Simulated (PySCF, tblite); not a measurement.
**C4H7B: geometry, infrared bands, NMR shifts and spin-spin couplings**

What infrared bands, NMR shifts and spin-spin couplings should C4H7B (`B[C@@H]1CC1=C`) show?

Programs: tblite 0.8.0 and PySCF 2.14.0, with density-fitted response routines of our own. Each step states its level of theory. These are calculated values for one molecule in the gas phase, unless marked as measured. Atoms are numbered from 0 throughout.

## 1. The starting structure

12 atoms, charge 0, multiplicity 1; geometry from: force field or distance geometry start.

Bonds of the start (Å): B0–C1 1.59, C1–C2 1.53, C2–C3 1.51, C3–C4 1.31, C3–C1 1.49, B0–H5 1.19, B0–H6 1.19, C1–H7 1.09, C2–H8 1.11, C2–H9 1.10, C4–H10 1.11, C4–H11 1.08.

## 2. Optimising the geometry with GFN2-xTB

Job settings and geometry (Å):

```
{"job": {"kind": "relax", "xc": "GFN2-xTB", "basis": "xTB"}, "charge": 0, "multiplicity": 1}
B     -1.148200     1.067500     0.976000
C     -0.875200    -0.244300     0.128900
C      0.193600    -1.225400     0.612800
C      0.478100    -0.231400    -0.493900
C      1.315800     0.280000    -1.368400
H     -1.992700     1.792800     0.547100
H     -0.227300     1.600800     1.506100
H     -1.711900    -0.739800    -0.362400
H      0.085300    -2.279200     0.273200
H      0.589700    -0.992700     1.613200
H      0.976700     1.101000    -2.026400
H      2.317500    -0.129900    -1.432200
```

Command:

```sh
> OMP_NUM_THREADS=1 python probes_run.py task.json out
```

This one command runs all jobs of the session in turn.

**Question.** This job is followed by: GFN2-xTB harmonic vibrations, gas phase; GIAO PBE0/pcSseg-1 NMR shielding, non-relativistic, gas phase; B3LYP/pcJ-1 indirect spin-spin coupling, non-relativistic, gas phase. What will the session give for the following? strongest single infrared mode (GFN2-xTB); zero-point energy (GFN2-xTB); ¹³C shifts against TMS (PBE0/pcSseg-1); ¹H shifts against TMS (PBE0/pcSseg-1, means over atoms taken as alike); ¹¹B shifts against BF3·OEt2 (PBE0/pcSseg-1); largest coupling of the table (B3LYP/pcJ-1).

As calculated:

```
                                                              quantity                                   value
                             strongest single infrared mode (GFN2-xTB)                   2667 cm⁻¹, 155 km/mol
                                          zero-point energy (GFN2-xTB)                           59.2 kcal/mol
                                ¹³C shifts against TMS (PBE0/pcSseg-1)            144.7, 109.5, 27.1, 19.7 ppm
¹H shifts against TMS (PBE0/pcSseg-1, means over atoms taken as alike)  7.19, 5.85, 5.67, 2.26, 1.93, 1.82 ppm
                           ¹¹B shifts against BF3·OEt2 (PBE0/pcSseg-1)                                82.4 ppm
                           largest coupling of the table (B3LYP/pcJ-1)                 ¹J(C,H) C2–H8, 172.5 Hz
```

In words: The optimisation took 61 steps and gained 0.420 eV; among the close pairs (by a distance rule), C2–C3 changed most, from 1.515 to 1.446 Å. No mode is imaginary among the 30: a minimum at this level. The strongest single mode, at 2667 cm⁻¹, moves mainly H5 and H6. Unscaled tight-binding wavenumbers are off by several per cent, some by more. Its intensities can rank the bands wrongly. C3 (fully substituted alkene carbon) lies farthest downfield among carbon, at 144.7 ppm; the olefinic region. At PBE0/pcSseg-1: The widest tensor belongs to C3: span 217 ppm, with a paramagnetic part of -220 ppm. Of the pairs tabulated at B3LYP/pcJ-1, C2–H8 couples most strongly (172.5 Hz; Fermi contact 171.1 Hz). Couplings across rotatable bonds belong to this one conformer; where others are populated, the observed values are averages.
